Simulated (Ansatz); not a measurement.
# Sn3GeCl: the cost of one run

Method: DFT PBE, scalar-relativistic, plane waves, PAW, in Ansatz 0.2.0.

**1. The structure to begin with**

The structure is cubic, space group Pm-3m (No. 221). The conventional cell has a = 4.784 Å, b = 4.784 Å, c = 4.784 Å, α = 90.00°, β = 90.00°, γ = 90.00°. Sn (site symmetry 4/mmm) is surrounded by 2 Cl at 2.39 Å. Ge (site symmetry m-3m) has 12 Sn at 3.38 Å as nearest neighbours. Cl (site symmetry m-3m) has 6 Sn at 2.39 Å as nearest neighbours.

Coordinates:

```xyz
5
Lattice="4.7844 0.0000 0.0000 0.0000 4.7844 0.0000 0.0000 0.0000 4.7844" Properties=species:S:1:pos:R:3 pbc="T T T"
Sn    0.0000    2.3922    2.3922
Sn    2.3922    0.0000    2.3922
Sn    2.3922    2.3922    0.0000
Ge    0.0000    0.0000    0.0000
Cl    2.3922    2.3922    2.3922
```

Recipe of the guess: species swapped into a database cell of KCoF3 (Pm-3m, No. 221), with Ge on the K sites, Cl on the Co sites and Sn on the F sites. The dimensions are guesses.

**2. Probe: one point on a coarse mesh**

input.yaml reads:

```yaml
crystal:
  lattice:
    - [4.78442306, 0.0, 0.0]
    - [0.0, 4.78442306, 0.0]
    - [0.0, 0.0, 4.78442306]
  atoms:
    - { symbol: Sn, position: [0.0, 0.5, 0.5] }
    - { symbol: Sn, position: [0.5, 0.0, 0.5] }
    - { symbol: Sn, position: [0.5, 0.5, 0.0] }
    - { symbol: Ge, position: [0.0, 0.0, 0.0] }
    - { symbol: Cl, position: [0.5, 0.5, 0.5] }
basis:
  ecutwfc: 420
kpoints:
  mp_grid: { grid: [4, 4, 4] }
hamiltonian:
  xc: pbe
scf:
  occupations: { method: gaussian, width: 0.1 }
  lower_state_search: "off"
output:
  forces: true
  stress: true
  eigenvalues: true
```

Started as:

```
$ ansatz run input.yaml --threads 1 --pin off --max-ram 2048MiB --backend cpu --events-out ev --progress --plain --runs-dir out
```

What time and memory should one allow on 1 thread of Arm Neoverse V1, shared host?

About 2.6 s, with a peak of 0.36 GiB.
